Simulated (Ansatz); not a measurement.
# Lu2PN: how the settings move a single-point run

Aim: see which settings change the result for Lu2PN, by how much, and at what cost. The cell is built on a prototype (ordering on rocksalt) and needn't be the phase found in nature.

Method: reference: DFT, PBE, plane waves, PAW, in Ansatz 0.2.0.

5 further runs of the same task are left out: 1 for a known fault of the program, 4 that didn't finish.

## (1) The starting structure

The structure is tetragonal, space group P4/mmm (No. 123). Conventional cell: a = 3.643 Å, b = 3.643 Å, c = 5.196 Å, α = 90.00°, β = 90.00°, γ = 90.00°. Around N (site symmetry 4/mmm) lie 6 Lu at 2.58 to 2.60 Å. Around Lu (site symmetry 4/mmm) lie 4 P at 2.58 Å and 2 N at 2.60 Å. Around P (site symmetry 4/mmm) lie 6 Lu at 2.58 to 2.60 Å. Lu (site symmetry 4/mmm) is surrounded by 4 N at 2.58 Å and 2 P at 2.60 Å.

Structure file:

```xyz
4
Lattice="3.6431 0.0000 0.0000 0.0000 3.6431 0.0000 0.0000 0.0000 5.1958" Properties=species:S:1:pos:R:3 pbc="T T T"
N     0.0000    0.0000    0.0000
Lu    0.0000    0.0000    2.5979
P     1.8216    1.8216    2.5979
Lu    1.8216    1.8216    0.0000
```

## (2) Baseline

The input, input.yaml:

```yaml
crystal:
  lattice:
    - [3.6431189712, 0.0, 0.0]
    - [0.0, 3.6431189712, 0.0]
    - [0.0, 0.0, 5.1957593964]
  atoms:
    - { symbol: "N", position: [0.0, 0.0, 0.0] }
    - { symbol: Lu, position: [0.0, 0.0, 0.5] }
    - { symbol: P, position: [0.5, 0.5, 0.5] }
    - { symbol: Lu, position: [0.5, 0.5, 0.0] }
kpoints:
  mp_grid: { grid: [6, 6, 4] }
hamiltonian:
  xc: pbe
scf:
  occupations: { method: fermi_dirac, width: 0.02 }
  n_extra_bands: 5
output:
  forces: true
  stress: true
  eigenvalues: true
```

Started as:

```console
ansatz run input.yaml --threads 4 --pin off --max-ram 3686MiB --backend cpu --events-out ev --progress --plain --runs-dir out
```

## (3) Changed: occupations.method methfessel_paxton, occupations.width 0.05

input.yaml, as its differences from that of step 2:

```diff
@@ -15,3 +15,3 @@
 scf:
-  occupations: { method: fermi_dirac, width: 0.02 }
+  occupations: { method: methfessel_paxton, width: 0.05 }
   n_extra_bands: 5
```

## (4) Variant: symmetry.detect false

input.yaml, as its differences from that of step 2:

```diff
@@ -10,2 +10,3 @@
     - { symbol: Lu, position: [0.5, 0.5, 0.0] }
+  symmetry: { detect: false }
 kpoints:
```

What does the calculation give? Wanted: for each run, ending; energy change; pressure; gap; force.

The runs gave:

| run | ending | energy change | pressure (GPa) | gap (eV) | force (eV/Å) | cycles | time |
| --- | --- | --- | --- | --- | --- | --- | --- |
| reference | converged | 0 | 1.2 | 0.00 | 0.00 | 8 | 1.4 s |
| 1: occupations.method methfessel_paxton, occupations.width 0.05 | converged | 0.0 meV/atom (σ→0) | 1.2 | 0.00 | 0.00 | 8 | 1.5 s |
| 2: symmetry.detect false | converged | 0.0 meV/atom | 1.2 | 0.00 | 0.00 | 8 | 5.3 s |

Residual by cycle in the longest SCF loop of each run; runs are numbered as in the table. The quantity is the density residual dr2, in eV.

```
cycle  reference    run 1    run 2
    1    0.00396  0.00393  0.00401
    2     7.9e-4   7.6e-4   7.9e-4
    3     5.0e-4   4.8e-4   5.1e-4
    4     4.6e-5   4.7e-5   4.9e-5
    5     8.9e-6   8.7e-6   8.9e-6
    6     3.7e-6   3.6e-6   3.8e-6
    7     7.9e-7   7.8e-7   7.4e-7
    8     7.6e-8   7.6e-8   8.1e-8
```

What this shows: Of the converged runs whose energies compare with the reference's, none moves it noticeably. Of the variants the dearest is «symmetry.detect false» (5.3 s), the cheapest «occupations.method methfessel_paxton, occupations.width 0.05» (1.5 s), on a shared host.
